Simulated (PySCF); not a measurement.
**SiSe at other levels of theory**

Aim: see what other levels and later steps give for SiSe.

The runs use PySCF 2.14.0; each script names its method and basis.

4 further runs of the same task are left out: 4 that didn't finish.

## 1. Where the work starts

SiSe: 2 atoms, charge 0, spin multiplicity 1.

Bond lengths: Si1–Se2 2.230 Å.

## 2. Base script

The input, input.py:

```python
from pyscf import gto, scf, mcscf

mol = gto.M(
    atom='Si 0 0 0; Se 0 0 2.23',
    basis='cc-pvdz',
    charge=0,
    spin=0,
    symmetry=True,
    verbose=4,
)
mf = scf.ROHF(mol)
mf.kernel()
mc = mcscf.CASCI(mf, 6, 8)
mc.kernel()
mc.analyze()
mf.dip_moment()
print('orbital energies (hartree):', mf.mo_energy[..., max(0, mol.nelec[1]-3):mol.nelec[0]+3].round(4))
```

Launch:

```sh
> OMP_NUM_THREADS=1 python input.py
```

The log of this run is left out.

In short: E(SCF) = -2688.748266 Eh, 9 cycles, E(CAS) − E(SCF) = -0.03517 Eh, μ = 2.85 D (of the SCF density).

The bond length is a typed value, not an optimised one.

## 3. Tpss (ROKS)

Edit 1 changes functional: none (Hartree–Fock) → tpss; SCF type: ROHF → ROKS; step after the SCF: casci → analyze.

The input, input.py:

```python
from pyscf import gto, dft

mol = gto.M(
    atom='Si 0 0 0; Se 0 0 2.23',
    basis='cc-pvdz',
    charge=0,
    spin=0,
    symmetry=True,
    verbose=4,
)
mf = dft.ROKS(mol, xc='tpss')
mf.kernel()
mf.analyze()
print('orbital energies (hartree):', mf.mo_energy[..., max(0, mol.nelec[1]-3):mol.nelec[0]+3].round(4))
```

Launch:

```sh
> OMP_NUM_THREADS=1 python input.py
```

## 4. Frequency run (UHF)

Edit 2 changes step after the SCF: casci → frequency; SCF type: ROHF → UHF.

The input, input.py:

```python
from pyscf import gto, scf
from pyscf.hessian import thermo

mol = gto.M(
    atom='Si 0 0 0; Se 0 0 2.23',
    basis='cc-pvdz',
    charge=0,
    spin=0,
    symmetry=True,
    verbose=4,
)
mf = scf.UHF(mol)
mf.kernel()
hess = mf.Hessian().kernel()
print('wavenumber (cm^-1) =', thermo.harmonic_analysis(mol, hess)['freq_wavenumber'].round(1))
mf.dip_moment()
print('orbital energies (hartree):', [e[max(0, n-3):n+3].round(4) for e, n in zip(mf.mo_energy, mol.nelec)])
```

## 5. R2scan (ROKS)

Edit 3 changes functional: none (Hartree–Fock) → r2scan; SCF type: ROHF → ROKS; step after the SCF: casci → analyze.

The input, input.py:

```python
from pyscf import gto, dft

mol = gto.M(
    atom='Si 0 0 0; Se 0 0 2.23',
    basis='cc-pvdz',
    charge=0,
    spin=0,
    symmetry=True,
    verbose=4,
)
mf = dft.ROKS(mol, xc='r2scan')
mf.kernel()
mf.analyze()
print('orbital energies (hartree):', mf.mo_energy[..., max(0, mol.nelec[1]-3):mol.nelec[0]+3].round(4))
```

## 6. Gradient

Edit 4 changes step after the SCF: casci → gradient.

input.py, as its differences from that of step 2:

```diff
@@ -1,2 +1,2 @@
-from pyscf import gto, scf, mcscf
+from pyscf import gto, scf
 
@@ -12,5 +12,3 @@
 mf.kernel()
-mc = mcscf.CASCI(mf, 6, 8)
-mc.kernel()
-mc.analyze()
+mf.nuc_grad_method().kernel()
 mf.dip_moment()
```

Q: Predict the outcome of this session. Wanted: for each run, E(SCF); from base; gap; SCF dipole; after the SCF.

The runs gave:

```csv
run,E(SCF) (hartree),from base (eV),cycles,gap (eV),SCF dipole (D),after the SCF
base,-2688.748266,0,9,n/a,2.85,CASCI correlation -0.957 eV
tpss (ROKS),-2690.975201,not comparable,10,n/a,1.63,n/a
frequency run (UHF),-2688.748266,0.0000,11,9.51,2.85,highest mode 431 cm⁻¹
r2scan (ROKS),-2690.980754,not comparable,10,n/a,1.75,n/a
gradient,-2688.748266,0.0000,9,n/a,2.85,n/a
```

In words: Total energies of different functionals can't be compared with each other; differences within one functional can. The dearest run is “frequency run (UHF)”, at 13 s against 1 s.
